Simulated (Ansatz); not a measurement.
# CH₄N₂Si: small, medium and large basis sets

The task here is to estimate one member of a computed series from the others.

The runs use Ansatz 0.2.0, Gaussian basis; one geometry, several basis sets.

Plan: PBE0-D4/def2-SVP; ωB97M-V/def2-SVP; PBE0-D4/def2-QZVPP; ωB97M-V/def2-QZVPP; the functionals' def2-TZVPP values are taken from earlier runs.

### Structure used throughout

The geometry comes from an earlier relaxation with PBE0-D4 in a triple-zeta def2 set; it is a stationary point, not always the lowest conformer.

SMILES `C1=N[SiH2]N1`, 8 atoms, charge 0, spin multiplicity 1.

Atoms are counted from 1 here; the program's logs count them from 0.

Bond lengths: C1–N2 1.294 Å, C1–N4 1.388 Å, C1–H5 1.094 Å, N2–Si3 1.761 Å, Si3–N4 1.768 Å, Si3–H6 1.482 Å, Si3–H7 1.483 Å, N4–H8 1.005 Å. Angles: N2–C1–N4 113.0°, N2–C1–H5 125.5°, N4–C1–H5 121.5°, C1–N2–Si3 85.4°, N2–Si3–N4 78.7°, N2–Si3–H6 116.1°, N2–Si3–H7 118.9°, N4–Si3–H6 114.6°, N4–Si3–H7 115.4°, H6–Si3–H7 110.1°, C1–N4–Si3 82.5°, C1–N4–H8 124.1°, Si3–N4–H8 142.9°.

Set-up of the first run:

Input file in.yaml:

```yaml
crystal:
  periodic: [false, false, false]
  atoms:
    - {symbol: C, position_ang: [0.215992, -0.676935, -0.906657]}
    - {symbol: N, position_ang: [1.278296, -0.621054, -0.169555]}
    - {symbol: Si, position_ang: [0.344369, 0.473503, 0.845683]}
    - {symbol: N, position_ang: [-0.780620, 0.194880, -0.489373]}
    - {symbol: H, position_ang: [0.085697, -1.314262, -1.786785]}
    - {symbol: H, position_ang: [-0.101800, -0.068814, 2.151238]}
    - {symbol: H, position_ang: [0.806095, 1.873319, 1.005944]}
    - {symbol: H, position_ang: [-1.755930, 0.082263, -0.706195]}
basis:
  gaussian: {orbitals: def2-SVP}
hamiltonian: {xc: pbe0, dispersion: d4}
output: {orbitals: {seedname: orbitals}}
```

The run is started by

```console
$ ansatz run in.yaml --threads 2 --pin off --events-out ev --progress --plain --max-ram 4352MiB
```

Among the steps run: PBE0-D4 in def2-SVP; ωB97M-V in def2-SVP; PBE0-D4 in def2-QZVPP; ωB97M-V in def2-QZVPP.

One table of the session follows, with a row left open; its other results are not shown here.

It belongs to the step «Functionals by basis». 

```
functional       basis  HOMO (eV)  LUMO (eV)
   PBE0-D4    def2-SVP      -6.94       0.18
   PBE0-D4  def2-TZVPP      -7.12      -0.16
   PBE0-D4  def2-QZVPP      -7.17      -0.31
   ωB97M-V    def2-SVP          ?          ?
   ωB97M-V  def2-TZVPP      -9.40       1.51
   ωB97M-V  def2-QZVPP      -9.45       1.16
```

**Question.** Estimate the row for ωB97M-V, def2-SVP.

As computed: HOMO (eV): -9.19; LUMO (eV): 2.26. In the column «HOMO (eV)» it lies between ωB97M-V, def2-TZVPP (-9.40) and PBE0-D4, def2-QZVPP (-7.17).
